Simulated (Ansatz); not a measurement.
# AlH₂Br: search for a transition state

Is there a first-order saddle for this 1,1-elimination, which should form Br2–H3 and break Al1–Br2, Al1–H3, and which two structures does it connect?

The runs use Ansatz 0.2.0, Gaussian basis; PBE0-D4, def2-SVP first, then def2-TZVP.

114 further runs of the same task are left out: 114 set aside as unsound or not needed.

**1. The starting structure**

The guess: 4 atoms, charge 0, spin multiplicity 1.

Atoms are counted from 1 here; the program's logs count them from 0.

Bond lengths: Al1–Br2 2.815 Å, Al1–H4 1.582 Å. Angles: Br2–Al1–H4 176.9°.

Coordinates:

```xyz
4
AlBrH2
Al   -0.5364    0.2694    0.4322
Br    2.0548   -0.7326   -0.0215
H     0.4452   -0.4056   -1.1701
H    -1.9636    0.8689    0.7594
```

Distances that are to change: Br2–H3 2.00 Å, Al1–Br2 2.81 Å, Al1–H3 2.00 Å.

**2. Relaxing the guess with the reacting distances held**

Input file hold/in.yaml:

```yaml
crystal:
  periodic: [false, false, false]
  atoms:
    - {symbol: Al, position_ang: [-0.536400, 0.269400, 0.432200]}
    - {symbol: Br, position_ang: [2.054800, -0.732600, -0.021500]}
    - {symbol: H, position_ang: [0.445200, -0.405600, -1.170100]}
    - {symbol: H, position_ang: [-1.963600, 0.868900, 0.759400]}
basis:
  gaussian: {orbitals: def2-SVP}
hamiltonian: {xc: pbe0, dispersion: d4}
relax: {f_tol: 0.08, max_steps: 120, escape_saddle: false, constraints: [{distance: [1, 2]}, {distance: [0, 1]}, {distance: [0, 2]}]}
```

Started as:

```bash
$ ansatz run in.yaml --threads 2 --pin off --events-out ev --progress --plain --max-ram 4352MiB
```

The runs that follow: Force constants to start from; Saddle search in the small basis; Saddle search in triple zeta; Vibrations at the point found; Relaxing after a step of 0.30 Å one way along the mode; Relaxing after a step of 0.30 Å the other way along the mode.

**Question.** What will these runs give? Wanted: imaginary mode; barrier from the start side; barrier from the end side; energy of the step; pairs that change; zero-point energy at the saddle.

As calculated:

| quantity | value |
| --- | --- |
| imaginary mode | 455i cm⁻¹ |
| barrier from the start side | 275.4 kJ/mol |
| barrier from the end side | 9.5 kJ/mol |
| energy of the step | +265.8 kJ/mol |
| pairs that change | Br2–H3 formed, Al1–Br2 broken, Al1–H3 broken |
| zero-point energy at the saddle | 0.274 eV |

In words: The point has a single imaginary mode (455i cm⁻¹), as a transition state must. It joins the planned start and end. At PBE0-D4/def2-TZVP the electronic barrier is 275.4 kJ/mol, about 111 kT at 298 K, and the step runs 265.8 kJ/mol uphill. A step off the saddle overshot and began above it in energy, so the link to its end is likely but not proven. The ends are the nearest minima, not always the lowest complexes.
